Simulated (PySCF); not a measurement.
# 2,3,3-trimethyl-1-pentene (C8H16): geometry, NMR shifts and electronic excitations

Wanted: the NMR shifts and electronic excitations of 2,3,3-trimethyl-1-pentene (C8H16) (`C=C(C)C(C)(C)CC`), by calculation.

The runs use PySCF 2.14.0, with density-fitted response routines of our own; the level of theory stands in each step. All values are computed, except where a source is named. Atoms are numbered from 0 throughout.

## Step 1: Starting geometry

24 atoms, charge 0, multiplicity 1; geometry from: GFN2-xTB.

Bonds of the start (Å): C0–C1 1.32, C1–C2 1.50, C1–C3 1.52, C3–C4 1.54, C3–C5 1.53, C3–C6 1.54, C6–C7 1.52, C0–H8 1.08, C0–H9 1.07, C2–H10 1.09, C2–H11 1.09, C2–H12 1.09, C4–H13 1.09, C4–H14 1.09, C4–H15 1.09, C5–H16 1.09, C5–H17 1.09, C5–H18 1.09, C6–H19 1.09, C6–H20 1.09, C7–H21 1.09, C7–H22 1.09, C7–H23 1.09.

## Step 2: Optimising the geometry at PBE0-D3(BJ)/def2-SVP

The job: settings as JSON, then the geometry in Å.

```
{"job": {"xc": "PBE0", "basis": "def2-SVP", "d3": "d3bj", "grid": 1, "kind": "geom"}, "charge": 0, "multiplicity": 1}
C     -1.582604     0.365443     1.490248
C     -1.074465     0.235609     0.274146
C     -1.774167     0.878635    -0.891340
C      0.186521    -0.557160    -0.033856
C     -0.169077    -1.718059    -0.977473
C      0.810771    -1.165903     1.225891
C      1.230112     0.338796    -0.732998
C      1.610136     1.582347     0.062929
H     -2.486803     0.928945     1.655145
H     -1.146629    -0.068137     2.370973
H     -2.087856     0.130523    -1.616946
H     -1.124773     1.588169    -1.400371
H     -2.658033     1.412475    -0.550309
H     -0.469969    -1.358567    -1.957770
H     -0.981289    -2.309121    -0.559486
H      0.694561    -2.366203    -1.109885
H      1.038895    -0.403457     1.964322
H      1.736271    -1.675927     0.965279
H      0.137325    -1.893007     1.672858
H      2.127890    -0.256743    -0.915215
H      0.845836     0.643638    -1.707998
H      2.121551     1.315593     0.983772
H      2.278096     2.210264    -0.523449
H      0.725965     2.161611     0.319089
```

**Question.** This job is followed by: GIAO PBE0/pcSseg-1 NMR shielding, non-relativistic, gas phase; TDDFT CAM-B3LYP/def2-SVPD, vertical, gas phase, core orbitals frozen in the response; GIAO PBE/pcSseg-1 NMR shielding, non-relativistic, gas phase. What will the session give for the following? point group; rotational constants (main isotopes); 13C shifts against TMS (PBE0/pcSseg-1, means over atoms taken as alike); 1H shifts against TMS (PBE0/pcSseg-1, means over atoms taken as alike); lowest singlet (CAM-B3LYP/def2-SVPD); brightest single state of those computed; lowest triplet; vertical ionisation energy (ΔSCF); range of the shift of C3.

As calculated:

| quantity | value |
| --- | --- |
| point group | C1 |
| rotational constants (main isotopes) | 2.09, 1.76, 1.58 GHz |
| 13C shifts against TMS (PBE0/pcSseg-1, means over atoms taken as alike) | 160.9, 119.2, 39.7, 35.8, 29.1, 21.5, 10.5 ppm |
| 1H shifts against TMS (PBE0/pcSseg-1, means over atoms taken as alike) | 5.17, 4.99, 1.75, 1.20, 1.02, 0.73 ppm |
| lowest singlet (CAM-B3LYP/def2-SVPD) | 6.97 eV (178 nm), f = 0.017 |
| brightest single state of those computed | state 2, 7.13 eV, f = 0.357 |
| lowest triplet | 4.33 eV |
| vertical ionisation energy (ΔSCF) | 9.06 eV |
| range of the shift of C3 | 39.7 to 42.5 ppm |

**Reading.** Over 7 steps the energy fell by 0.074 eV; of the close pairs, C0–H9 changed most, 1.074 to 1.091 Å. C1 (fully substituted alkene carbon) lies farthest downfield among carbon, at 160.9 ppm; an sp2 carbon of a C=C bond. At PBE0/pcSseg-1: Shielding is most anisotropic at C1 (span 254 ppm, paramagnetic term -238 ppm). The first singlet state (HOMO→LUMO 0.79, HOMO→LUMO+2 0.11) lies at 6.97 eV and is weak; of the 10 states computed, the strongest absorption comes from state 2 at 7.13 eV. The lowest triplet lies 2.64 eV below the lowest singlet (triplets in Tamm-Dancoff, singlets in full TDDFT). At CAM-B3LYP/def2-SVPD, the highest states lie near or above the ionisation energy, where they hang on the basis. The orbital energy would give 8.38 eV for ionisation, ΔSCF gives 9.06 eV. In ppm, C3 moves most: its shift spreads over 2.8 ppm, from 39.7 (PBE0/pcSseg-1) to 42.5 (PBE/pcSseg-1).
